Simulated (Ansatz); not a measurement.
# BIr, space group P-6m2: a check of PAW against all-electron LAPW

Program: Ansatz's Python interface.

Run as a notebook:

```python
from dataclasses import dataclass

import ansatz as az
import numpy as np
```

```python
@dataclass(frozen=True)
class RunConfig:
    k_density: float = 4.1
    xc: str = "PBEsol"
    occupations: str = "Fermi-Dirac"
    width_ev: float = 0.15
```

```python
settings = RunConfig()
```

```python
def count_gap(report):
    # lowest empty less highest filled band, counting bands; zero where they overlap
    return max(report.get("gap_by_band_count_ev") or 0.0, 0.0)
```

```python
xtal = (
    az.Lattice.of((3.04211, 0.0, 0.0), (-1.52105, 2.63454, 0.0), (0.0, 0.0, 2.70297))
    .atom("B", (1 / 3, 2 / 3, 0.5))
    .atom("Ir", (0.0, 0.0, 0.0))
)
```

```python
xtal.resolved().sites[-1]
```

    Site(symbol='Ir', position=(0.0, 0.0, 0.0), moment=None, axis=None, held=None, saved=None)

```python
calc = xtal.calculation()
calc = calc.kpoints(density=settings.k_density).functional(settings.xc)
calc = calc.occupations(settings.occupations, width=settings.width_ev).stress()
calc = calc.forces()
calc = calc.band_table()
variants = {
    "PAW": calc.pseudopotentials("paw"),
    "LAPW": calc.pseudopotentials("all_electron", lapw=True),
}
# totals differ by the cores that each treatment holds, so compare what does not depend on them
rows = []
for label, variant in variants.items():
    rep = variant.run().report
    levels = np.array(rep["eigenvalues_ev"][0]) - rep["fermi_energy_ev"]
    print(label, "levels at the first k-point near E_F:", np.round(levels[np.abs(levels) < 5], 3))
    rows.append((label, rep["n_electrons"], np.trace(rep["stress_gpa"]) / 3, count_gap(rep)))
lines = [",".join(["treatment", "electrons in bands", "P GPa", "gap by band count eV"])] + [",".join(f"{v:.4f}" if isinstance(v, float) else str(v) for v in row) for row in rows]
print("\n".join(lines))
with open("paw_lapw.csv", "w") as handle:
    handle.write("\n".join(lines) + "\n")
```

    DeckWarning: basis.ecutwfc = 420 eV, auto-derived from the records' recommended cutoffs: set by B (normal level)
    PAW levels at the first k-point near E_F: [-1.056 -1.056  2.679]
    LAPW levels at the first k-point near E_F: [-1.054 -1.054  2.68 ]
    treatment,electrons in bands,P GPa,gap by band count eV
    PAW,20.0000,-5.2284,0.0000
    LAPW,52.0000,-5.2971,0.0000

PAW gives -5.228 GPa and LAPW -5.297 GPa, 0.07 GPa apart. They took 1.8 and 30.6 s of processor time.

The mesh is modest for a metal, so energies can be off by several to tens of meV an atom and pressures by half a GPa or more; differences at equal mesh fare better. The smearing is wide enough that free energy and stress hold a thermal part of the electrons. A gap by band count of zero or less means overlapping bands, a metal. At these settings the cell as given stands under about -5 GPa, so it isn't at this functional's equilibrium volume. The structure comes from a database of computed cells and needn't be a stable or known phase. Gaps and levels are Kohn-Sham values on a finite set of k-points, without spin-orbit coupling. Warnings are shown shortened and without file and line. Pressure is positive in compression; the treatments may keep other shells as core, so totals and counts of electrons can differ. Hardware and time: 33 s on 1 thread of Arm Neoverse V2, with other jobs on the host, peak memory 0.57 GiB.
